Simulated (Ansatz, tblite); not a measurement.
# WNCl3: a ladder of methods and basis sets, part 2 of 2

How do method and basis change the picture of WNCl3 (singlet)?

Ansatz 0.2.0, Gaussian basis; as each input shows. Earlier steps stand in the parts before.

## 16. PBE-D4/def2-TZVPD

File in.yaml:

```yaml
crystal:
  periodic: [false, false, false]
  atoms:
    - {symbol: W, position_ang: [0.000085, -0.000066, 0.007163]}
    - {symbol: N, position_ang: [0.007443, -0.013627, 1.658805]}
    - {symbol: Cl, position_ang: [2.191368, 0.009142, -0.565151]}
    - {symbol: Cl, position_ang: [-1.103235, 1.902164, -0.534839]}
    - {symbol: Cl, position_ang: [-1.095660, -1.897603, -0.565978]}
basis:
  gaussian: {orbitals: def2-TZVPD, initial_orbitals: start.molden}
hamiltonian: {xc: pbe, dispersion: d4}
scf: {omitted_lower_state_checks: [starts]}
output: {orbitals: {seedname: orbitals}}
```

Started as:

```bash
$ ansatz run in.yaml --threads 4 --pin off --events-out ev --progress --plain --max-ram 3916MiB
```

Standard output:

```text
Functional definition: PBE
  name "PBE"
  cite "Perdew, Burke & Ernzerhof, Phys. Rev. Lett. 77, 3865 (1996) doi:10.1103/PhysRevLett.77.3865"
  parent pbe
  parameter kappa = 0.804
  parameter beta = 0.06672455060314922
  exchange = pbe_x(kappa = kappa, mu = beta*pi^2/3)
  correlation = pbe_c(beta = beta)
these checks for a lower state are left out or cut short: starts
1365 factors; their error is unknown
mean field evaluation 1: about -40874.8864 eV, gradient 1.7e1 eV
mean field evaluation 2: about -40875.0909 eV, gradient 3.1e-1 eV
mean field evaluation 4: about -40875.0752 eV, gradient 8.3e-2 eV
mean field -40875.07517449 eV, -1502.1313065416 hartree, gradient 4.0e-5 eV, S^2 0.000000; 0 other end points of the search recorded, 0 dependent functions left out
reference -40875.07525714 eV, -1502.1313095787 hartree; 36, 36 occupied and 182, 182 virtual orbitals, 1365 factors
Total energy: -40875.30247646 eV, -1502.1396597349 hartree
Checks for a lower state left out: starts
```

It took 3 s on 4 threads of Arm Neoverse V2, shared host.

From the report: HOMO -7.74 eV, LUMO -4.32 eV.

## 17. r2SCAN-D4/def2-TZVPD

Edit in.yaml of step 16 so:

```diff
@@ -10,3 +10,3 @@
   gaussian: {orbitals: def2-TZVPD, initial_orbitals: start.molden}
-hamiltonian: {xc: pbe, dispersion: d4}
+hamiltonian: {xc: r2scan, dispersion: d4}
 scf: {omitted_lower_state_checks: [starts]}
```

Same command.

Standard output:

```text
Functional definition: r2SCAN
  name "r2SCAN"
  cite "Furness, Kaplan, Ning, Perdew & Sun, J. Phys. Chem. Lett. 11, 8208 (2020) doi:10.1021/acs.jpclett.0c02405"
  cite "Furness, Kaplan, Ning, Perdew & Sun, J. Phys. Chem. Lett. 11, 9248 (2020) doi:10.1021/acs.jpclett.0c03077"
  parent r2scan
  parameter k0 = 0.174
  parameter k1 = 0.065
  parameter a1 = 4.9479
  exchange = r2scan_x(k0 = k0, k1 = k1, a1 = a1)
  correlation = r2scan_c
these checks for a lower state are left out or cut short: starts
1365 factors; their error is unknown
mean field evaluation 1: about -40888.4286 eV, gradient 1.3e1 eV
mean field evaluation 2: about -40888.5332 eV, gradient 1.7e-1 eV
mean field evaluation 4: about -40888.5187 eV, gradient 3.8e-4 eV
mean field -40888.51867998 eV, -1502.6253462558 hartree, gradient 1.2e-5 eV, S^2 0.000000; 0 other end points of the search recorded, 0 dependent functions left out
reference -40888.51871136 eV, -1502.6253474090 hartree; 36, 36 occupied and 182, 182 virtual orbitals, 1365 factors
Total energy: -40888.56966218 eV, -1502.6272198172 hartree
Checks for a lower state left out: starts
```

Run time: 6 s. Hardware: 4 threads of Arm Neoverse V2, shared host.

Report: HOMO -8.05 eV, LUMO -4.26 eV.

## 18. CCSD(T)/def2-TZVP

Edit in.yaml of step 17 so:

```diff
@@ -9,4 +9,4 @@
 basis:
-  gaussian: {orbitals: def2-TZVPD, initial_orbitals: start.molden}
-hamiltonian: {xc: r2scan, dispersion: d4}
+  gaussian: {orbitals: def2-TZVP, initial_orbitals: start.molden}
+correlation: {method: ccsd_t}
 scf: {omitted_lower_state_checks: [starts]}
```

Same command.

Standard output:

```text
Functional definition: HF
  name "HF"
  cite "Fock, Z. Phys. 61, 126 (1930) doi:10.1007/BF01340294"
  parent pbe
  exchange = exact_x
  correlation = 0
these checks for a lower state are left out or cut short: starts
1205 factors; integrals over basis functions are off by at most 1.0e-3 eV
mean field evaluation 1: about -40802.8744 eV, gradient 4.3e1 eV
mean field evaluation 2: about -40803.9847 eV, gradient 1.8e0 eV
mean field evaluation 4: about -40804.5960 eV, gradient 5.6e-2 eV
mean field evaluation 8: about -40804.5961 eV, gradient 1.6e-6 eV
mean field -40804.59614222 eV, -1499.5412498779 hartree, gradient 2.0e-6 eV, S^2 0.000000; 0 other end points of the search recorded, 0 dependent functions left out; unrestricted orbitals would lower it
16 core orbitals not correlated: weight in the atoms' cores, before any rotation towards them, 1.000 or more for the frozen orbitals, at most 0.000 for the correlated occupied ones
reference -40804.59614222 eV, -1499.5412498779 hartree; 20, 20 occupied and 146, 146 virtual orbitals, 1205 factors
second order -33.00907483 eV of doubles, -0.00000000 eV of singles
cycle   1  -30.15350491 eV  change     2.9e0 eV  update   2.6e-1
cycle   2  -31.74881188 eV  change    -1.6e0 eV  update   1.6e-1
cycle   3  -32.06152410 eV  change   -3.1e-1 eV  update   3.4e-2
cycle   4  -32.09299406 eV  change   -3.1e-2 eV  update   1.6e-2
cycle   5  -32.07988595 eV  change    1.3e-2 eV  update   5.0e-3
cycle   6  -32.08197270 eV  change   -2.1e-3 eV  update   2.2e-3
cycle   7  -32.08002053 eV  change    2.0e-3 eV  update   9.1e-4
cycle   8  -32.07969076 eV  change    3.3e-4 eV  update   3.9e-4
cycle   9  -32.07990014 eV  change   -2.1e-4 eV  update   2.1e-4
cycle  10  -32.07999307 eV  change   -9.3e-5 eV  update   9.1e-5
cycle  11  -32.07977423 eV  change    2.2e-4 eV  update   5.3e-5
cycle  12  -32.07982989 eV  change   -5.6e-5 eV  update   2.4e-5
cycle  13  -32.07985509 eV  change   -2.5e-5 eV  update   1.3e-5
perturbative correction -1.86089129 eV, -0.0683864935 hartree
Total energy: -40838.53688860 eV, -1500.7885493016 hartree
Checks for a lower state left out: starts
```

Run time: 74 s. Hardware: 4 threads of Arm Neoverse V2, shared host; peak memory 2 GiB.

Hartree-Fock HOMO -12.12 eV, LUMO 0.02 eV; T1 0.018. Doubts: restricted state is unstable towards broken spin symmetry.

## 19. RPA/def2-TZVP

Edit in.yaml of step 18 so:

```diff
@@ -10,4 +10,4 @@
   gaussian: {orbitals: def2-TZVP, initial_orbitals: start.molden}
-correlation: {method: ccsd_t}
+hamiltonian: {xc: pbe}
+correlation: {method: rpa}
 scf: {omitted_lower_state_checks: [starts]}
-output: {orbitals: {seedname: orbitals}}
```

Same command.

Standard output:

```text
Functional definition: PBE
  name "PBE"
  cite "Perdew, Burke & Ernzerhof, Phys. Rev. Lett. 77, 3865 (1996) doi:10.1103/PhysRevLett.77.3865"
  parent pbe
  parameter kappa = 0.804
  parameter beta = 0.06672455060314922
  exchange = pbe_x(kappa = kappa, mu = beta*pi^2/3)
  correlation = pbe_c(beta = beta)
these checks for a lower state are left out or cut short: starts
1205 factors; integrals over basis functions are off by at most 1.0e-3 eV
mean field evaluation 1: about -40874.8782 eV, gradient 1.5e1 eV
mean field evaluation 2: about -40875.0284 eV, gradient 2.1e-1 eV
mean field evaluation 4: about -40875.0214 eV, gradient 6.1e-4 eV
mean field evaluation 8: about -40875.0214 eV, gradient 1.8e-6 eV
mean field -40875.02139272 eV, -1502.1293300978 hartree, gradient 3.2e-6 eV, S^2 0.000000; 0 other end points of the search recorded, 0 dependent functions left out
16 core orbitals not correlated: weight in the atoms' cores, before any rotation towards them, 1.000 or more for the frozen orbitals, at most 0.000 for the correlated occupied ones
reference -40802.41069406 eV, -1499.4609361395 hartree; 20, 20 occupied and 146, 146 virtual orbitals, 1205 factors
Total energy: -40850.15386277 eV, -1501.2154652278 hartree
Checks for a lower state left out: starts
```

Wall time 4.2 s (4 threads of Arm Neoverse V2, shared host).

## 20. Levels side by side

```csv
level,functions,HOMO (eV),LUMO (eV),gap (eV),time
PBE-D4/def2-SVP,100,-7.67,-4.17,3.50,1 s
PBE-D4/def2-TZVP,182,-7.71,-4.27,3.43,1.8 s
PBE-D4/def2-TZVPD,218,-7.74,-4.32,3.42,3 s
BLYP-D4/def2-TZVP,182,-7.52,-4.13,3.39,1.9 s
r2SCAN-D4/def2-TZVP,182,-8.05,-4.26,3.79,5 s
r2SCAN-D4/def2-TZVPD,218,-8.05,-4.26,3.79,6 s
r2SCANh-D4/def2-TZVP,182,-8.55,-3.97,4.58,5.5 s
B3LYP-D4/def2-TZVP,182,-8.79,-3.73,5.06,2.7 s
PBE0-D4/def2-SVP,100,-9.11,-3.51,5.60,1.5 s
PBE0-D4/def2-TZVP,182,-9.08,-3.55,5.53,2.7 s
PBE0-D4/def2-TZVPD,218,-9.09,-3.57,5.52,4.1 s
r2SCAN0-D4/def2-TZVP,182,-9.30,-3.53,5.77,5.5 s
CAM-B3LYP-D4/def2-TZVP,182,-10.42,-2.49,7.93,3.1 s
LC-ωPBE/def2-TZVP,182,-11.85,-1.42,10.43,2.6 s
```

Energy pieces by basis (eV):

```csv
basis,HF,MP2 correlation,CCSD correlation,(T),total
def2-TZVP,-40804.5961,-33.0091,-32.0799,-1.8609,-40838.5369
```

## 21. Binding energy

Free atoms were run apart at each level; binding is atoms less cluster, divided by the number of atoms, without zero-point or spin-orbit terms.

```csv
level,binding an atom (eV)
HF/def2-TZVP,2.109
BLYP-D4/def2-TZVP,4.092
B3LYP-D4/def2-TZVP,3.918
CAM-B3LYP-D4/def2-TZVP,3.860
MP2/def2-TZVP,4.323
CCSD/def2-TZVP,3.625
CCSD(T)/def2-TZVP,3.848
```

## 22. Outcome

What follows sums up all 2 parts.

```
                                                 quantity                                     value
gap in def2-TZVP, named functionals, smallest and largest     3.39 eV (BLYP-D4), 10.43 eV (LC-ωPBE)
                    correlation energy, CCSD(T)/def2-TZVP                                 -33.94 eV
                binding an atom, functionals in def2-TZVP  3.86 (CAM-B3LYP-D4) to 4.09 eV (BLYP-D4)
          PBE0 total energy, smallest basis above largest           15.20 eV (def2-SVP, def2-TZVPD)
```

What this shows: Over the named functionals in def2-TZVP the gap runs from 3.39 eV (BLYP-D4) to 10.43 eV (LC-ωPBE); exact exchange widens it. Notes on CCSD(T)/def2-TZVP and its Hartree-Fock reference, which MP2 shares: restricted state is unstable towards broken spin symmetry.

The slowest run with a step of its own, CCSD(T)/def2-TZVP, took 74 s; the quickest functional in def2-TZVP took 1.8 s (shared host).
